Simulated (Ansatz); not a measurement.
# VMoS4: the cost of one run

Computed with Ansatz 0.2.0 (DFT PBE, scalar-relativistic, plane waves, PAW, unless a step's input says otherwise).

1 further run of the same task is left out (it didn't finish).

### Step 1. Starting point

The structure is tetragonal, space group P4/mmm (No. 123). The conventional cell has a = 3.349 Å, b = 3.349 Å, c = 11.713 Å, α = 90.00°, β = 90.00°, γ = 90.00°. V (site symmetry 4/mmm) is surrounded by 8 S at 3.10 Å and 4 V at 3.35 Å. Mo (site symmetry 4/mmm) is surrounded by 8 S at 2.97 Å and 4 Mo at 3.35 Å. S (site symmetry 4mm) has 4 V at 3.10 Å and 4 S at 3.15 Å as nearest neighbours. S (site symmetry 4mm) has 4 Mo at 2.97 Å as nearest neighbours.

Coordinates:

```xyz
6
Lattice="3.3491 0.0000 0.0000 0.0000 3.3491 0.0000 0.0000 0.0000 11.7132" Properties=species:S:1:pos:R:3 pbc="T T T"
V     0.0000    0.0000    0.0000
Mo    1.6746    1.6746    5.8566
S     1.6746    1.6746    1.9952
S     0.0000    0.0000    7.6441
S     0.0000    0.0000    4.0691
S     1.6746    1.6746    9.7180
```

A structure generator made this guess: species swapped into a database cell of Hf4AgPd (P4/mmm, No. 123), with S on the Hf sites, V on the Ag sites and Mo on the Pd sites. Lengths come from tabulated atomic sizes and are only a guess.

### Step 2. Probe: one point on a coarse mesh

input.yaml reads:

```yaml
crystal:
  lattice:
    - [3.34912797, 0.0, 0.0]
    - [0.0, 3.34912797, 0.0]
    - [0.0, 0.0, 11.71323116]
  atoms:
    - { symbol: V, position: [0.0, 0.0, 0.0], spin: -2.0 }
    - { symbol: Mo, position: [0.5, 0.5, 0.5], spin: -1.0 }
    - { symbol: S, position: [0.5, 0.5, 0.17033884] }
    - { symbol: S, position: [0.0, 0.0, 0.65260673] }
    - { symbol: S, position: [0.0, 0.0, 0.34739327] }
    - { symbol: S, position: [0.5, 0.5, 0.82966116] }
basis:
  ecutwfc: 420
kpoints:
  mp_grid: { grid: [6, 6, 2] }
hamiltonian:
  xc: pbe
scf:
  occupations: { method: gaussian, width: 0.1 }
  lower_state_search: "off"
output:
  forces: true
  stress: true
  eigenvalues: true
  populations: true
magnetization:
  spin_polarized: true
```

The run is started by

```
$ ansatz run input.yaml --threads 1 --pin off --max-ram 2560MiB --backend cpu --events-out ev --progress --plain --runs-dir out
```

**Question.** How long does this run take on 1 thread of Intel Xeon at 2.50GHz (Skylake/Cascade Lake), shared host, and how much memory does it need?

About 58 s, with a peak of 0.5 GiB.
